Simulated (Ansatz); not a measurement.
# ClH3O3Ti: the cost of one run

Program: Ansatz 0.2.0, Gaussian basis. Level of theory: the settings change from run to run. These are calculated values, not measurements.

## Step 1: The relaxed structure

An earlier PBE0-D4 in a triple-zeta def2 set relaxation fixed the geometry.

SMILES `[OH][Ti]([OH])([OH])[Cl]`, 8 atoms, charge 0, spin multiplicity 1.

Atoms are counted from 1 here; the program's logs count them from 0.

Bond lengths: O1–Ti2 1.780 Å, O1–H6 0.958 Å, Ti2–O3 1.786 Å, Ti2–O4 1.781 Å, Ti2–Cl5 2.220 Å, O3–H7 0.959 Å, O4–H8 0.957 Å. Angles: Ti2–O1–H6 134.3°, O1–Ti2–O3 108.5°, O1–Ti2–O4 111.3°, O1–Ti2–Cl5 108.4°, O3–Ti2–O4 109.3°, O3–Ti2–Cl5 110.9°, O4–Ti2–Cl5 108.3°, Ti2–O3–H7 129.5°, Ti2–O4–H8 135.9°.

## Step 2: PBE-QIDH/def2-SVPD

Set apart from the defaults: unrestricted orbitals, relativity set to scalar.

The input, in.yaml:

```yaml
crystal:
  periodic: [false, false, false]
  atoms:
    - {symbol: O, position_ang: [-1.001044, 0.928869, 1.001603]}
    - {symbol: Ti, position_ang: [0.115048, 0.158886, -0.151283]}
    - {symbol: O, position_ang: [1.751788, 0.150454, 0.563352]}
    - {symbol: O, position_ang: [-0.377603, -1.513804, -0.511389]}
    - {symbol: Cl, position_ang: [0.081099, 1.319607, -2.043068]}
    - {symbol: H, position_ang: [-1.786796, 1.469835, 0.912729]}
    - {symbol: H, position_ang: [2.446350, -0.506798, 0.489346]}
    - {symbol: H, position_ang: [-1.136641, -2.064148, -0.317090]}
basis:
  gaussian: {orbitals: def2-SVPD}
magnetization: {spin_polarized: true, initial_magnetization: 0}
hamiltonian: {xc: {name: PBE-QIDH}, pseudopotentials: {relativity: scalar}}
```

On the command line:

```sh
$ ansatz run in.yaml --threads 4 --pin off --events-out ev --progress --plain --max-ram 10444MiB
```

**Question.** How long does this run take on 4 threads of Arm Neoverse V1, shared host, and how much memory does it need?

About 6.5 s, with a peak of 0.61 GiB.
